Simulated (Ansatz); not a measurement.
Working through a short molecular-dynamics run of ZnS, space group P6_3mc

Computed with Ansatz 0.2.0, Python API.

Interactive session:
```pycon
>>> import warnings
>>> import ansatz as az
>>> import numpy as np
>>> params = {
...     "functional": "r2scan",
...     "kmesh": (3, 3, 1),
...     "filling": "fixed",
...     "n_steps": 12,
...     "temperature_k": 500,
... }
>>> warnings.simplefilter("ignore", az.DeckWarning)
>>> lattice = az.Lattice.of(
...     (3.811, 0.0, 0.0),
...     (-1.9055, 3.300423, 0.0),
...     (0.0, 0.0, 6.234),
... )
>>> sites = [
...     ("Zn", (1 / 3, 2 / 3, 0.0)),
...     ("Zn", (2 / 3, 1 / 3, 0.5)),
...     ("S", (1 / 3, 2 / 3, 0.385)),
...     ("S", (2 / 3, 1 / 3, 0.885)),
... ]
>>> system = az.Crystal(lattice=lattice)
>>> for symbol, position in sites:
...     system = system.atom(symbol, position)
...
>>> system.resolved().sites[-1]
Site(symbol='S', position=(0.6666666666666666, 0.3333333333333333, 0.885), moment=None, axis=None, held=None, saved=None)
>>> # a coarse mesh keeps each step cheap
>>> calc = system.supercell(1, 2, 1).calculation()
>>> calc = calc.functional(params["functional"])
>>> calc = calc.pseudopotentials("paw").kpoints(*params["kmesh"])
>>> calc = calc.occupations(params["filling"])
>>> calc = calc.md(az.Ensemble.NVT_LANGEVIN, timestep=2.0, steps=params["n_steps"], temperature=params["temperature_k"], initial_velocities="maxwell_boltzmann", seed=236)
>>> steps = []
>>> def follow(event):
...     if event["event"] != "md_step":
...         return
...     row = event["data"]
...     steps.append(row)
...     print(f"t = {row['time_fs']:6.1f} fs  E_pot = {row['lagrangian_ev']:.4f} eV  E_kin = {row['e_kin_ev']:.4f} eV  T = {row['temperature_k']:7.1f} K")
...
>>> done = calc.session().plan(threads=1).execute(on_event=follow)
t =    0.0 fs  E_pot = -16934.0658 eV  E_kin = 0.4524 eV  T =   437.5 K
t =    2.0 fs  E_pot = -16934.0591 eV  E_kin = 0.4997 eV  T =   483.2 K
t =    4.0 fs  E_pot = -16934.0426 eV  E_kin = 0.5017 eV  T =   485.2 K
t =    6.0 fs  E_pot = -16934.0185 eV  E_kin = 0.4340 eV  T =   419.6 K
t =    8.0 fs  E_pot = -16933.9910 eV  E_kin = 0.3671 eV  T =   355.0 K
t =   10.0 fs  E_pot = -16933.9606 eV  E_kin = 0.3933 eV  T =   380.3 K
t =   12.0 fs  E_pot = -16933.9274 eV  E_kin = 0.3736 eV  T =   361.3 K
t =   14.0 fs  E_pot = -16933.8935 eV  E_kin = 0.3575 eV  T =   345.8 K
t =   16.0 fs  E_pot = -16933.8612 eV  E_kin = 0.3061 eV  T =   296.0 K
t =   18.0 fs  E_pot = -16933.8339 eV  E_kin = 0.2955 eV  T =   285.7 K
t =   20.0 fs  E_pot = -16933.8145 eV  E_kin = 0.2923 eV  T =   282.7 K
t =   22.0 fs  E_pot = -16933.8020 eV  E_kin = 0.3069 eV  T =   296.8 K
t =   24.0 fs  E_pot = -16933.7948 eV  E_kin = 0.3476 eV  T =   336.2 K
>>> report = done.report
>>> report["kweights"]
[0.1111111111111111, 0.2222222222222222, 0.2222222222222222, 0.2222222222222222, 0.2222222222222222]
>>> report["n_kpoints"], report["n_symmetry_ops"], report["n_pw"]
(5, 1, 3959)
>>> temperature = np.array([s["temperature_k"] for s in steps])
>>> print(f"mean temperature of the second half {temperature[len(steps) // 2 :].mean():.1f} K")
mean temperature of the second half 314.9 K
>>> track = np.array([s["positions_ang"] for s in steps])
>>> names = np.array([site.symbol for site in done.lattice.sites])
>>> for name in sorted(set(names)):
...     msd = ((track[:, names == name] - track[0, names == name]) ** 2).sum(axis=2).mean(axis=1)
...     print(f"mean square displacement of {name} (A^2):", np.round(msd[:: max(len(msd) // 6, 1)], 4))
...
mean square displacement of S (A^2): [0.     0.0007 0.0025 0.0047 0.0071 0.0092 0.0106]
mean square displacement of Zn (A^2): [0.     0.0002 0.0009 0.002  0.0037 0.0056 0.008 ]
```

Total energies depend on the potentials; only differences at equal settings carry meaning. A total without «per atom» is that of the whole cell that was run. The structure is a deposited one; some such entries were measured under pressure or heat, so a shift against it needn't be the functional's error alone. A small cell, a coarse mesh and a very short run: it shows the set-up and gives no equilibrium averages. The whole script took 2.7 min on 1 thread of Arm Neoverse V2, on a shared host, peak memory 0.85 GiB.
